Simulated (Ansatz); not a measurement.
# AlClFH4N: the cost of one run

All numbers below are computed with Ansatz 0.2.0 (RKS r2SCAN-D4/def2-SVP).

**1. The starting structure**

Bond lengths: Al1–Cl3 2.230 Å, Al1–N4 1.920 Å, N4–H5 1.060 Å, N4–H6 1.060 Å, Al1–F7 1.990 Å. Angles: Cl3–Al1–N4 120.0°, Cl3–Al1–F7 96.8°, N4–Al1–F7 101.3°, Al1–N4–H5 120.0°, Al1–N4–H6 120.0°, H5–N4–H6 120.0°.

Structure file:

```xyz
8

Al    0.0000    0.0000    0.0000
H     0.0000    0.0000    1.9100
Cl    1.9312    0.0000   -1.1150
N    -1.6627    0.0000   -0.9600
H    -2.3316   -0.8164   -0.8614
H    -1.9118    0.8164   -1.5886
F     0.0892    1.8864    0.6275
H     0.0478    1.0118    1.7645
```

**2. A restrained relaxation towards end A**

Springs on the bonds that form and break draw the guess towards this end; the thresholds are loose.

File input.yaml:

```yaml
crystal:
  periodic: [false, false, false]
  atoms:
    - { symbol: Al, position_ang: [0.0, 0.0, 0.0] }
    - { symbol: H, position_ang: [0.0, 0.0, 1.91] }
    - { symbol: Cl, position_ang: [1.9312, 0.0, -1.115] }
    - { symbol: "N", position_ang: [-1.6627, 0.0, -0.96] }
    - { symbol: H, position_ang: [-2.3316, -0.8164, -0.8614] }
    - { symbol: H, position_ang: [-1.9118, 0.8164, -1.5886] }
    - { symbol: F, position_ang: [0.0892, 1.8864, 0.6275] }
    - { symbol: H, position_ang: [0.0478, 1.0118, 1.7645] }
basis:
  gaussian: { orbitals: def2-SVP }
hamiltonian:
  xc: r2scan
  dispersion: d4
relax:
  f_tol: 0.15
  max_steps: 25
  restrain:
    - { distance: [0, 6], at: 2.89, k: 30.0 }
    - { distance: [7, 1], at: 1.86, k: 30.0 }
    - { distance: [0, 1], at: 1.56, k: 30.0 }
    - { distance: [7, 6], at: 0.92, k: 30.0 }
```

Launch:

```sh
$ ansatz run input.yaml --threads 2 --pin off --max-ram 3072MiB --backend cpu --events-out ev --progress --plain --runs-dir out
```

**Question.** How long does this run take on 2 threads of Arm Neoverse V1, shared host, and how much memory does it need?

About 37 s, with a peak of 0.16 GiB.
